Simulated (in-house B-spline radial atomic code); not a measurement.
# Zr⁸⁺: excited configurations

Wanted: excitation energies of Zr⁸⁺ as differences of total energies (ΔSCF).

Program: in-house B-spline radial atomic code version 1. Level of theory: Dirac-Hartree-Fock, average of configuration, Fermi nucleus, basis-set limit. These are calculated values, not measurements, unless marked.

## Step 1: The atom as given

| Item | Value |
| --- | --- |
| element | zirconium (Z = 40) |
| charge | +8 |
| electrons | 32 |
| configuration | [Ar] 3d10 4s2 4p2 |
| Hamiltonian | Dirac-Coulomb |
| nucleus | Fermi, rms radius 4.269 fm |

Outer shells as boxes (Hund's rule):

[Ar] 3d10 4s2 4p2
```
[Ar] core
3d [↑↓][↑↓][↑↓][↑↓][↑↓]
4s [↑↓]
4p [↑ ][↑ ][  ]
```

The boxes draw the filling by Hund's rule, which heavy ions in jj coupling don't follow; these runs average over all states of the configuration.

Settings of the run:

```ini
Z = 40
electrons = 32.0
configuration = [Ar] 3d10 4s2 4p2
hamiltonian = dirac
method = hf
spin_polarised = False
nucleus = fermi
rms_radius = 4.2694
mass_number = 90
atomic_mass = 89.904698755
speed_of_light = 137.035999084
```

The reference is known from an earlier run: -3578.900490 hartree in all. Up to eight levels, counted from the top:

```csv
orbital,occupation,energy (eV),<r> (bohr)
3s1/2,2,-581.98,0.4538
3p1/2,2,-495.53,0.4517
3p3/2,4,-481.12,0.4614
3d3/2,4,-330.51,0.4446
3d5/2,6,-327.90,0.4480
4s1/2,2,-176.09,1.121
4p1/2,0.666667,-152.57,1.188
4p3/2,1.33333,-150.17,1.206
```

## Step 2: Run with [Ar] 3d9 4s2 4p2 8f1

Settings of the run:

```ini
Z = 40
electrons = 32.0
configuration = [Ar] 3d9 4s2 4p2 8f1
hamiltonian = dirac
method = hf
spin_polarised = False
nucleus = fermi
rms_radius = 4.2694
mass_number = 90
atomic_mass = 89.904698755
speed_of_light = 137.035999084
```

## Step 3: Run with [Ar] 3d10 4s2 4p1 7s1

Settings: those of step 2 with these lines changed.

```diff
@@ -2,3 +2,3 @@
 electrons = 32.0
-configuration = [Ar] 3d9 4s2 4p2 8f1
+configuration = [Ar] 3d10 4s2 4p1 7s1
 hamiltonian = dirac
```

## Step 4: Run with [Ne] 3s2 3p5 3d10 4s2 4p2 5g1

Settings: those of step 3 with these lines changed.

```diff
@@ -2,3 +2,3 @@
 electrons = 32.0
-configuration = [Ar] 3d10 4s2 4p1 7s1
+configuration = [Ne] 3s2 3p5 3d10 4s2 4p2 5g1
 hamiltonian = dirac
```

## Step 5: [Ar] 3d10 4s1 4p2 5f1

Settings: those of step 4 with these lines changed.

```diff
@@ -2,3 +2,3 @@
 electrons = 32.0
-configuration = [Ne] 3s2 3p5 3d10 4s2 4p2 5g1
+configuration = [Ar] 3d10 4s1 4p2 5f1
 hamiltonian = dirac
```

## Step 6: Run with [Ar] 3d9 4s2 4p2 5p1

Settings: those of step 5 with these lines changed.

```diff
@@ -2,3 +2,3 @@
 electrons = 32.0
-configuration = [Ar] 3d10 4s1 4p2 5f1
+configuration = [Ar] 3d9 4s2 4p2 5p1
 hamiltonian = dirac
```

## Step 7: [Ar] 3d10 4s2 4p1 5d1

Settings: those of step 6 with these lines changed.

```diff
@@ -2,3 +2,3 @@
 electrons = 32.0
-configuration = [Ar] 3d9 4s2 4p2 5p1
+configuration = [Ar] 3d10 4s2 4p1 5d1
 hamiltonian = dirac
```

## Step 8: [Ar] 3d9 4s2 4p2 7s1

Settings: those of step 7 with these lines changed.

```diff
@@ -2,3 +2,3 @@
 electrons = 32.0
-configuration = [Ar] 3d10 4s2 4p1 5d1
+configuration = [Ar] 3d9 4s2 4p2 7s1
 hamiltonian = dirac
```

## Step 9: Run with [Ar] 3d10 4s2 4p1 8g1

Settings: those of step 8 with these lines changed.

```diff
@@ -2,3 +2,3 @@
 electrons = 32.0
-configuration = [Ar] 3d9 4s2 4p2 7s1
+configuration = [Ar] 3d10 4s2 4p1 8g1
 hamiltonian = dirac
```

**Question.** How far above the reference does each configuration lie (order and size, in eV)?

**Answer**, as computed:

| net move | configuration | energy above the reference (eV) | with Breit, QED, recoil (eV) | largest <r> (bohr) |
| --- | --- | --- | --- | --- |
| 4p → 5d | [Ar] 3d10 4s2 4p1 5d1 | 88.926 | 88.863 | 2.69 |
| 4p → 7s | [Ar] 3d10 4s2 4p1 7s1 | 115.46 | 115.40 | 5.25 |
| 4s → 5f | [Ar] 3d10 4s1 4p2 5f1 | 128.31 | 128.19 | 3.17 |
| 4p → 8g | [Ar] 3d10 4s2 4p1 8g1 | 133.32 | 133.25 | 9.47 |
| 3d → 5p | [Ar] 3d9 4s2 4p2 5p1 | 245.27 | 245.25 | 2.33 |
| 3d → 7s | [Ar] 3d9 4s2 4p2 7s1 | 287.78 | 287.75 | 5.20 |
| 3d → 8f | [Ar] 3d9 4s2 4p2 8f1 | 305.06 | 305.02 | 9.38 |
| 3p → 5g | [Ne] 3s2 3p5 3d10 4s2 4p2 5g1 | 436.46 | 436.05 | 3.00 |

Quantum defects of the promoted electron, δ = n − ζ/√(−2ε) with ζ = 9 and ε its orbital energy in hartree:

| promotion | δ |
| --- | --- |
| 4p → 5d | 0.775 |
| 4p → 7s | 1.404 |
| 4s → 5f | 0.178 |
| 4p → 8g | 0.026 |
| 3d → 5p | 1.242 |
| 3d → 7s | 1.430 |
| 3d → 8f | 0.226 |
| 3p → 5g | 0.018 |

The energies run from 88.926 eV (4p → 5d) to 436.46 eV (3p → 5g). 4 of them lie more than 2 % above the ionisation threshold that Koopmans' theorem gives (150.17 eV), where such states can decay by emitting an electron. Of those tabulated, the defect is largest for 7s (1.43) and least for 5g (0.02): low angular momentum penetrates the core, high angular momentum stays outside it. Two partly filled shells share a symmetry and can mix in the average, which may lower the energy, for: 3d → 5p; 3p → 5g. These are averages over configurations, without correlation, not spectroscopic levels.
